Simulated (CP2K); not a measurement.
Runs of CP2K 2026.2 on Bi2Te3 (Tellurobismuthite). It takes space group R-3m (No. 166, trigonal). The conventional cell has a = 4.386 Å, b = 4.386 Å, c = 30.497 Å, α = 90.00°, β = 90.00°, γ = 120.00°. Around Bi (site symmetry 3m) lie 6 Te at 3.07 to 3.25 Å. Around Te (site symmetry 3m) lie 3 Bi at 3.07 Å. Around Te (site symmetry -3m) lie 6 Bi at 3.25 Å. 

```csv
level,potentials or basis,smearing,EPS_DEFAULT,NGRIDS,points a segment of the path (NPOINTS),bands added on the path,MPI ranks,gap on the mesh (eV),pressure (GPa),largest force (eV/Å)
PBEsol,"POTENTIAL_UZH Bi GTH-PBE-q5, Te GTH-PBE-q6; TZVP-MOLOPT-PBE-GTH basis",fermi-dirac 0.1 eV,1.0E-9,4,10,2,3,0.21,1.3,0.15
LDA,"GTH_POTENTIALS Bi GTH-PADE-q5, Te GTH-PADE-q6; TZVP-MOLOPT-PBE-GTH basis",fermi-dirac 0.0259 eV,1.0E-9,5,8,2,4,-,-1.4,0.18
PBE,"POTENTIAL_UZH Bi GTH-PBE-q5, Te GTH-PBE-q6; TZVP-MOLOPT-PBE-GTH basis",fermi-dirac 0.0259 eV,1.0E-10,4,6,6,3,0.27,(b),0.05
r2SCAN,"POTENTIAL_UZH Bi GTH-SCAN-q5, Te GTH-SCAN-q6; TZVP-MOLOPT-SCAN-GTH basis",fermi-dirac 0.0259 eV,1.0E-10,4,8,4,4,-,0.4,0.37
LDA,"GTH_POTENTIALS Bi GTH-PADE-q5, Te GTH-PADE-q6; TZVP-MOLOPT-PBE-GTH basis",fermi-dirac 0.1 eV,1.0E-9,5,6,6,3,0.23,-1.4,0.18
PBEsol,"POTENTIAL_UZH Bi GTH-PBE-q5, Te GTH-PBE-q6; TZVP-MOLOPT-PBE-GTH basis",fermi-dirac 0.01 eV,1.0E-9,5,8,4,4,-,1.3,0.15
TB-mBJ,"POTENTIAL_UZH Bi GTH-PBE-q5, Te GTH-PBE-q6; TZVP-MOLOPT-PBE-GTH basis",fermi-dirac 0.1 eV,1.0E-10,4,8,2,4,1.04,-,-
r2SCAN,"POTENTIAL_UZH Bi GTH-SCAN-q5, Te GTH-SCAN-q6; TZVP-MOLOPT-SCAN-GTH basis",fermi-dirac 0.05 eV,1.0E-9,4,6,4,3,(a),0.4,0.37
```

Alike in all rows: task band structure; no spin polarisation; cell as given; k mesh 7 × 7 × 7.

Q: Estimate the missing entries.

A: (a) 0.43; (b) 2.5.

Caveats: the basis of atomic orbitals isn't converged, which shifts pressures, moduli and gaps; spin-orbit coupling is left out, which as a rule narrows the gap of such compounds by several tenths of an eV (some runs); the potentials were made for another functional, which shifts forces and pressure (some runs); spin-orbit coupling is left out, which moves the levels of the heavy elements (some runs); this is a model potential without an energy functional, so only levels have meaning (some runs); the mesh misses the band edges, which the band path finds closer together (some runs).

A k mesh can miss the band edges, and the runs leave out spin-orbit coupling on Bi, Te.
